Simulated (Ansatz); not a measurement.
**C₇H₇ radical: how energies converge with the basis set**

An exercise on one series of results from a longer session: the logs are not shown, and one member is left open.

Method: one geometry, several basis sets; program: Ansatz 0.2.0, Gaussian basis.

The runs, in order: PBE0-D4/def2-SVP; ωB97M-V/def2-SVP; PBE0-D4/def2-QZVPP; ωB97M-V/def2-QZVPP; the functionals' def2-TZVPP values are taken from earlier runs.

## The relaxed structure

An earlier PBE0-D4 in a triple-zeta def2 set relaxation fixed the geometry.

SMILES `[CH2]c1ccccc1`, 14 atoms, charge 0, spin multiplicity 2.

Atoms are counted from 1 here; the program's logs count them from 0.

Bond lengths: C1–C2 1.400 Å, C1–H8 1.082 Å, C1–H9 1.082 Å, C2–C3 1.416 Å, C2–C7 1.416 Å, C3–C4 1.377 Å, C3–H10 1.085 Å, C4–C5 1.393 Å, C4–H11 1.084 Å, C5–C6 1.393 Å, C5–H12 1.084 Å, C6–C7 1.377 Å, C6–H13 1.084 Å, C7–H14 1.085 Å. Angles: C2–C1–H8 121.0°, C2–C1–H9 121.0°, H8–C1–H9 118.0°, C1–C2–C3 121.3°, C1–C2–C7 121.3°, C3–C2–C7 117.4°, C2–C3–C4 121.1°, C2–C3–H10 118.7°, C4–C3–H10 120.2°, C3–C4–C5 120.4°, C3–C4–H11 119.7°, C5–C4–H11 119.8°, C4–C5–C6 119.6°, C4–C5–H12 120.2°, C6–C5–H12 120.2°, C5–C6–C7 120.4°, C5–C6–H13 119.8°, C7–C6–H13 119.7° and more.

Set-up of the first run:

Contents of in.yaml:

```yaml
crystal:
  periodic: [false, false, false]
  atoms:
    - {symbol: C, position_ang: [-0.002145, -1.388164, 1.851363]}
    - {symbol: C, position_ang: [-0.000886, -0.548339, 0.731274]}
    - {symbol: C, position_ang: [0.765999, -0.856428, -0.418920]}
    - {symbol: C, position_ang: [0.763686, -0.026731, -1.518043]}
    - {symbol: C, position_ang: [0.001810, 1.139959, -1.520281]}
    - {symbol: C, position_ang: [-0.761463, 1.465555, -0.400895]}
    - {symbol: C, position_ang: [-0.766406, 0.642957, 0.703542]}
    - {symbol: H, position_ang: [-0.590340, -1.147339, 2.727613]}
    - {symbol: H, position_ang: [0.585073, -2.297407, 1.866608]}
    - {symbol: H, position_ang: [1.360722, -1.763644, -0.421779]}
    - {symbol: H, position_ang: [1.358876, -0.283536, -2.387195]}
    - {symbol: H, position_ang: [0.002894, 1.790004, -2.387130]}
    - {symbol: H, position_ang: [-1.355652, 2.372507, -0.398844]}
    - {symbol: H, position_ang: [-1.362178, 0.900587, 1.572696]}
basis:
  gaussian: {orbitals: def2-SVP}
magnetization: {spin_polarized: true, initial_magnetization: 1}
hamiltonian: {xc: pbe0, dispersion: d4}
output: {orbitals: {seedname: orbitals}}
```

On the command line:

```
> ansatz run in.yaml --threads 2 --pin off --events-out ev --progress --plain --max-ram 32768MiB --backend cpu
```

Among the steps run: PBE0-D4 in def2-SVP; ωB97M-V in def2-SVP; PBE0-D4 in def2-QZVPP; ωB97M-V in def2-QZVPP.

One of the session's tables, all rows but one given; the rest of the session is left out.

It belongs to the step «Density functionals: the series». 

```
functional       basis  HOMO (eV)  LUMO (eV)
   PBE0-D4    def2-SVP      -5.44      -2.09
   PBE0-D4  def2-TZVPP      -5.47      -2.21
   PBE0-D4  def2-QZVPP          ?          ?
   ωB97M-V    def2-SVP      -7.26      -0.23
   ωB97M-V  def2-TZVPP      -7.30      -0.41
   ωB97M-V  def2-QZVPP      -7.31      -0.46
```

Q: Estimate the row for PBE0-D4, def2-QZVPP from the others.

As computed: HOMO (eV): -5.49; LUMO (eV): -2.24. In the column «HOMO (eV)» it lies between ωB97M-V, def2-SVP (-7.26) and PBE0-D4, def2-TZVPP (-5.47).
